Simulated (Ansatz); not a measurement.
CZn (charge +1): a scan of the bond length, run with Ansatz's Python interface.

`czn.xyz`
```text
2

Zn    0.00000    0.00000    0.00000
C     0.00000    0.00000    2.00000
```

The script, `czn.py`:
```python
'''Potential curve of CZn(+) along one bond.'''

import ansatz as az
from ase.data import atomic_masses, atomic_numbers
import numpy as np

molecule = az.Crystal.molecule_from_extxyz('czn.xyz')

symbols = [site.symbol for site in molecule.cartesian_sites]
start = np.array([site.position_ang for site in molecule.cartesian_sites])
axis = (start[1] - start[0]) / np.linalg.norm(start[1] - start[0])
moving = [1]
lengths, energies = [1.76, 1.84, 1.92, 2.0, 2.08, 2.16, 2.24, 2.36], []
for length in lengths:
    xyz = start.copy()
    xyz[moving] += (length - np.linalg.norm(start[1] - start[0])) * axis
    point = az.Crystal.molecule()
    for symbol, place in zip(symbols, xyz):
        point = point.atom(symbol, place.tolist())
    setup = point.calculation()
    setup = setup.basis(gaussian='def2-SVP').functional('cam_b3lyp')
    setup = setup.charge(1)
    setup = setup.spin('collinear', total=1)
    r = setup.run(threads=1, backend='cpu').report
    energies.append(r['free_energy_ev'])
    print(f'r = {length:6.3f} A  E = {energies[-1]:.5f} eV  <S^2> = {abs(r["mean_field"]["state"]["spin_squared"]):.3f}')

# quartic fit about the minimum
fit = np.polynomial.Polynomial.fit(lengths, np.array(energies) - min(energies), 4).convert()
roots = [r.real for r in fit.deriv().roots() if abs(r.imag) < 1e-9 and fit.deriv(2)(r.real) > 0]
r_e = min(roots, key=lambda r: abs(r - lengths[int(np.argmin(energies))]))
print(f'minimum of the fit at {r_e:.4f} A, force constant {fit.deriv(2)(r_e):.2f} eV/A^2')
m1, m2 = (atomic_masses[atomic_numbers[s]] for s in symbols)
mu = m1 * m2 / (m1 + m2)
print(f'harmonic wavenumber {521.4709 * np.sqrt(fit.deriv(2)(r_e) / mu):.0f} 1/cm, rotational constant {16.857629 / (mu * r_e ** 2):.4f} 1/cm')
```

Its results, one of them left out:

| r (Å) | E less the lowest row shown (eV) |
| --- | --- |
| 1.840 | 0.3009 |
| 1.920 | 0.1306 |
| 2.000 | 0.0381 |
| 2.080 | ? |
| 2.160 | 0.0000 |
| 2.240 | 0.0323 |
| 2.360 | 0.1147 |

What is the missing energy at 2.080 Å?

A cubic in 1/r through the 6 rows shown, E = 1.5610 +15.7131/r -87.4530/r² +99.8643/r³ (eV, Å), gives -0.0010 eV at 2.080 Å. The run gave -0.0025 eV, a miss of 1.5 meV.

Reading the output:
- The basis set is modest, and single-reference methods fail as a bond breaks.
- The species is open-shell (spin multiplicity 2).
- The expectation value of S² is noticeably off S(S+1) in at least one run, so that state is spin-contaminated.
- For an odd-electron ion, approximate functionals spread the charge over both fragments and lower the stretched end too much.
- The spin state was assumed, and another may lie lower.
- Timing: 37 s on 1 thread of Arm Neoverse V2, with other jobs on the host, peak memory 0.2 GiB.
